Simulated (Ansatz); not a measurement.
**CHBrF₂: ionisation energy by level of theory**

The task here is to estimate one member of a computed series from the others.

The runs use Ansatz 0.2.0, Gaussian basis; unrestricted cation, the program's frozen cores in correlated methods.

The runs, in order: UKS PBE-D4/def2-TZVPP; UKS r2SCAN-D4/def2-TZVPP; UKS PBE0-D4/def2-TZVPP; UKS B3LYP-D4/def2-TZVPP; UKS wB97X-V/def2-TZVPP; UKS wB97M-V/def2-TZVPP; UKS B2PLYP/def2-TZVPP; UHF-CCSD(T)/def2-TZVPP; UHF-MP2/def2-QZVPP; extrapolation to the limit; then −ε(HOMO) from the neutral's earlier runs with LDA (SPW92), PBE-D4, revPBE-D4, BLYP-D4, r2SCAN-D4, B97M-V, PBE0-D4, B3LYP-D4, r2SCANh-D4, r2SCAN0-D4, HSE06-D4, BHLYP-D4, CAM-B3LYP-D4, LC-ωPBE, ωB97X-V, ωB97M-V.

### The relaxed structure

The geometry comes from an earlier relaxation with PBE0-D4 in a triple-zeta def2 set; it is a stationary point.

SMILES `FC(F)Br`, 5 atoms, charge 0, spin multiplicity 1.

Atoms are counted from 1 here; the program's logs count them from 0.

Bond lengths: F1–C2 1.332 Å, C2–F3 1.332 Å, C2–Br4 1.937 Å, C2–H5 1.090 Å. Angles: F1–C2–F3 108.5°, F1–C2–Br4 109.7°, F1–C2–H5 110.3°, F3–C2–Br4 109.7°, F3–C2–H5 110.3°, Br4–C2–H5 108.2°.

As a file:

```xyz
5

F     0.1848   -0.6388    1.1927
C     0.1518    0.0045    0.0266
F     0.7174   -0.7685   -0.8992
Br   -1.6855    0.3752   -0.4641
H     0.6815    0.9540    0.1026
```

Set-up of the first run:

Input file in.yaml:

```yaml
crystal:
  periodic: [false, false, false]
  atoms:
    - {symbol: F, position_ang: [0.184843, -0.638789, 1.192701]}
    - {symbol: C, position_ang: [0.151785, 0.004514, 0.026641]}
    - {symbol: F, position_ang: [0.717377, -0.768461, -0.899232]}
    - {symbol: Br, position_ang: [-1.685534, 0.375154, -0.464051]}
    - {symbol: H, position_ang: [0.681530, 0.953982, 0.102642]}
basis:
  gaussian: {orbitals: def2-TZVPP}
total_charge: 1
magnetization: {spin_polarized: true, initial_magnetization: 1}
hamiltonian: {xc: pbe, dispersion: d4}
```

On the command line:

```
$ ansatz run in.yaml --threads 4 --pin off --events-out ev --progress --plain --max-ram 10444MiB
```

Steps of the session up to this table: Cation, UKS PBE-D4/def2-TZVPP; Cation, UKS r2SCAN-D4/def2-TZVPP; Cation, UKS PBE0-D4/def2-TZVPP; Cation, UKS B3LYP-D4/def2-TZVPP; Cation, UKS wB97X-V/def2-TZVPP; Cation, UKS wB97M-V/def2-TZVPP; Cation, UKS B2PLYP (frozen core)/def2-TZVPP; Cation, UHF-CCSD(T)/def2-TZVPP; Cation, UHF-MP2/def2-QZVPP.

One of the session's tables, all rows but one given; the rest of the session is left out.

It belongs to the step «Ionisation energies side by side». Orbital estimates, from the neutral's runs:

```
  functional  −ε(HOMO) (eV)
 LDA (SPW92)           7.64
      PBE-D4           7.46
   revPBE-D4              ?
     BLYP-D4           7.31
   r2SCAN-D4           7.81
      B97M-V           7.90
     PBE0-D4           8.83
    B3LYP-D4           8.57
  r2SCANh-D4           8.31
  r2SCAN0-D4           9.05
    HSE06-D4           8.42
    BHLYP-D4          10.05
CAM-B3LYP-D4          10.23
     LC-ωPBE          11.65
     ωB97X-V          11.26
     ωB97M-V          11.11
```

Estimate the missing values for revPBE-D4.

As computed: −ε(HOMO) (eV): 7.40. In the column «−ε(HOMO) (eV)» it lies between BLYP-D4 (7.31) and PBE-D4 (7.46).
